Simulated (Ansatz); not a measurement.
**SbH2(SiH3) (SiSbH5): single points with varied inputs**

Aim: run SbH2(SiH3) (SiSbH5) under a spread of inputs, and see what each costs and gives.

The runs use Ansatz 0.2.0, Gaussian basis; the settings change from run to run.

1 further run of the same task is left out (set aside as unsound or not needed).

### 1 The relaxed structure

The geometry comes from an earlier relaxation with r2SCAN-D4 in a triple-zeta def2 set; it is a stationary point, not always the lowest conformer. Sb takes a core potential in def2 sets; no spin-orbit term is included.

7 atoms, charge 0, spin multiplicity 1.

Atoms are counted from 1 here; the program's logs count them from 0.

Bond lengths: Sb1–H2 1.710 Å, Sb1–H3 1.709 Å, Sb1–Si4 2.579 Å, Si4–H5 1.484 Å, Si4–H6 1.485 Å, Si4–H7 1.485 Å. Angles: H2–Sb1–H3 91.0°, H2–Sb1–Si4 90.8°, H3–Sb1–Si4 91.2°, Sb1–Si4–H5 113.4°, Sb1–Si4–H6 108.5°, Sb1–Si4–H7 108.3°, H5–Si4–H6 109.0°, H5–Si4–H7 109.1°, H6–Si4–H7 108.5°.

### 2 rPW86-PBE/def2-mTZVPP

This run has the search for lower states set to off.

The input, in.yaml:

```yaml
crystal:
  periodic: [false, false, false]
  atoms:
    - {symbol: Sb, position_ang: [0.614860, 1.115806, 1.148491]}
    - {symbol: H, position_ang: [2.010473, 1.040981, 0.163338]}
    - {symbol: H, position_ang: [-0.091921, 2.275486, 0.110299]}
    - {symbol: Si, position_ang: [-0.468665, -0.810607, -0.179804]}
    - {symbol: H, position_ang: [-0.475817, -0.583478, -1.646388]}
    - {symbol: H, position_ang: [-1.867913, -0.978492, 0.289347]}
    - {symbol: H, position_ang: [0.278982, -2.059685, 0.114717]}
basis:
  gaussian: {orbitals: def2-mTZVPP}
hamiltonian: {xc: {name: rPW86-PBE}}
scf: {lower_state_search: off}
output: {forces: true}
```

Started as:

```
$ ansatz run in.yaml --threads 4 --pin off --events-out ev --progress --plain --max-ram 3916MiB
```

What it wrote, shortened:

```text
Functional definition: rPW86-PBE
  name "rPW86-PBE"
  cite "Murray, Lee & Langreth, J. Chem. Theory Comput. 5, 2754 (2009) doi:10.1021/ct900365q"
  cite "Perdew, Burke & Ernzerhof, Phys. Rev. Lett. 77, 3865 (1996) doi:10.1103/PhysRevLett.77.3865"
  parent pbe
[...]
906 factors; their error is unknown
[...]
mean field -14511.39233672 eV, -533.2838321993 hartree, gradient 6.3e-6 eV, S^2 0.000000; 0 other end points of the search recorded, 0 dependent functions left out
[...]
reference -14511.39245291 eV, -533.2838364692 hartree; 21, 21 occupied and 67, 67 virtual orbitals, 906 factors
Total energy: -14511.39245291 eV, -533.2838364692 hartree
Atom 0 at     0.614860     1.115806     1.148491 Å, force     0.048863     0.092295     0.538803 eV/Å
Atom 1 at     2.010473     1.040981     0.163338 Å, force     0.235621    -0.000175    -0.172292 eV/Å
Atom 2 at    -0.091921     2.275486     0.110299 Å, force    -0.116891     0.206041    -0.174434 eV/Å
Atom 3 at    -0.468665    -0.810607    -0.179804 Å, force    -0.103048    -0.175465    -0.117265 eV/Å
Atom 4 at    -0.475817    -0.583478    -1.646388 Å, force    -0.002385    -0.000910    -0.098651 eV/Å
Atom 5 at    -1.867913    -0.978492     0.289347 Å, force    -0.097263    -0.025833     0.013709 eV/Å
Atom 6 at     0.278982    -2.059685     0.114717 Å, force     0.035102    -0.095954     0.010129 eV/Å
Dipole moment:    -0.002085     0.001688     0.037785 e Å
Checks for a lower state left out: stability, starts, cluster_reference, orbital_swaps, neighbouring_geometries, increment
```

Wall time 1.2 s (4 threads of Intel Xeon at 2.70GHz, shared host).

Largest force 0.549 eV/Å, dipole 0.18 D.

### 3 PBE/def2-SVPD

Options: D3(BJ) with three-body dispersion.

Changes to in.yaml since step 2:

```diff
@@ -11,5 +11,5 @@
 basis:
-  gaussian: {orbitals: def2-mTZVPP}
-hamiltonian: {xc: {name: rPW86-PBE}}
-scf: {lower_state_search: off}
+  gaussian: {orbitals: def2-SVPD}
+hamiltonian: {xc: {name: PBE}, dispersion: d3bjatm}
+scf: {omitted_lower_state_checks: [starts]}
 output: {forces: true}
```

Launched as before.

What it wrote, shortened:

```text
Functional definition: PBE
  name "PBE"
  cite "Perdew, Burke & Ernzerhof, Phys. Rev. Lett. 77, 3865 (1996) doi:10.1103/PhysRevLett.77.3865"
  parent pbe
[...]
912 factors; their error is unknown
[...]
mean field -14489.15964911 eV, -532.4667959997 hartree, gradient 3.4e-5 eV, S^2 0.000000; 0 other end points of the search recorded, 0 dependent functions left out
[...]
reference -14489.15969019 eV, -532.4667975095 hartree; 21, 21 occupied and 75, 75 virtual orbitals, 912 factors
Total energy: -14489.29832242 eV, -532.4718921499 hartree
Atom 0 at     0.614860     1.115806     1.148491 Å, force    -0.025050    -0.035617     0.523227 eV/Å
Atom 1 at     2.010473     1.040981     0.163338 Å, force     0.243909    -0.013908    -0.200696 eV/Å
Atom 2 at    -0.091921     2.275486     0.110299 Å, force    -0.131731     0.205980    -0.203430 eV/Å
Atom 3 at    -0.468665    -0.810607    -0.179804 Å, force     0.058774     0.112807     0.039355 eV/Å
Atom 4 at    -0.475817    -0.583478    -1.646388 Å, force     0.004269     0.048878    -0.323167 eV/Å
Atom 5 at    -1.867913    -0.978492     0.289347 Å, force    -0.311440    -0.038345     0.098217 eV/Å
Atom 6 at     0.278982    -2.059685     0.114717 Å, force     0.161269    -0.279796     0.066494 eV/Å
Dipole moment:    -0.002248     0.002040     0.042833 e Å
Checks for a lower state left out: starts
```

Run time: 0.96 s. Hardware: 4 threads of Intel Xeon at 2.70GHz, shared host.

Largest force 0.525 eV/Å, dipole 0.21 D.

### 4 wB97X-V/def2-SVPD

Options: a point charge of -1.00 e beside it.

Changes to in.yaml since step 3:

```diff
@@ -11,4 +11,4 @@
 basis:
-  gaussian: {orbitals: def2-SVPD}
-hamiltonian: {xc: {name: PBE}, dispersion: d3bjatm}
+  gaussian: {orbitals: def2-SVPD, point_charges: [{charge: -1.00, position_ang: [5.271, 0.894, 0.157]}]}
+hamiltonian: {xc: {name: wB97X-V}}
 scf: {omitted_lower_state_checks: [starts]}
```

Same command.

What it wrote, shortened:

```text
Functional definition: wB97X-V
  name "wB97X-V"
  cite "Mardirossian & Head-Gordon, Phys. Chem. Chem. Phys. 16, 9904 (2014) doi:10.1039/C3CP54374A"
  cite "Becke, J. Chem. Phys. 107, 8554 (1997) doi:10.1063/1.475007"
  cite "Vydrov & Van Voorhis, J. Chem. Phys. 133, 244103 (2010) doi:10.1063/1.3521275"
[...]
      + integral(e_c_pw_opposite_spin*poly(b97_u_opposite, cos0, cos1)) + vv10(b, c)
[...]
1040 factors; integrals over basis functions are off by at most 9.7e-4 eV
391 factors; integrals over basis functions are off by at most 7.2e-6 eV
[...]
mean field -14492.10058148 eV, -532.5748732708 hartree, gradient 4.4e-5 eV, S^2 0.000000; 0 other end points of the search recorded, 0 dependent functions left out
[...]
reference -14492.10057941 eV, -532.5748731947 hartree; 21, 21 occupied and 75, 75 virtual orbitals, 1040 factors
Total energy: -14492.10057941 eV, -532.5748731947 hartree
Atom 0 at     0.614860     1.115806     1.148491 Å, force     0.315750    -0.078112    -0.311416 eV/Å
Atom 1 at     2.010473     1.040981     0.163338 Å, force    -0.036152    -0.007323     0.203943 eV/Å
Atom 2 at    -0.091921     2.275486     0.110299 Å, force    -0.127006     0.037976     0.017711 eV/Å
Atom 3 at    -0.468665    -0.810607    -0.179804 Å, force     0.256095     0.311533     0.236890 eV/Å
Atom 4 at    -0.475817    -0.583478    -1.646388 Å, force    -0.042331    -0.007551    -0.153103 eV/Å
Atom 5 at    -1.867913    -0.978492     0.289347 Å, force    -0.237019    -0.096893    -0.010183 eV/Å
Atom 6 at     0.278982    -2.059685     0.114717 Å, force     0.009543    -0.160249     0.001173 eV/Å
Dipole moment:     0.397711     0.057790     0.001656 e Å
Checks for a lower state left out: starts
```

Run time: 3.8 s. Hardware: 4 threads of Intel Xeon at 2.70GHz, shared host.

Largest force 0.468 eV/Å, dipole 1.93 D.

### 5 The runs in one table

```csv
level,charge,multiplicity,geometry,functions,energy (eV),time
rPW86-PBE/def2-mTZVPP,0,1,relaxed,88,-14511.392,1.2 s
PBE/def2-SVPD,0,1,relaxed,96,-14489.298,0.96 s
wB97X-V/def2-SVPD,0,1,"relaxed, point charge",96,-14492.101,3.8 s
```

### 6 Summary of results

```
                                         quantity                     value
                                             runs                         3
                                         quickest     PBE/def2-SVPD, 0.96 s
                                          slowest  wB97X-V/def2-SVPD, 3.8 s
spread of total energies, same state and geometry                   22.1 eV
                  dipole, same state and geometry            0.18 to 0.21 D
```

What this shows: Run time spans a factor of 4, from PBE/def2-SVPD to wB97X-V/def2-SVPD. The jobs differ in tasks and options as well as level. The totals spread over 22 eV; they can't be compared across methods or bases. At the r2SCAN-D4/def2-TZVP geometry and in the same state, runs without warnings or point charges leave forces up to 0.55 eV/Å (rPW86-PBE/def2-mTZVPP).
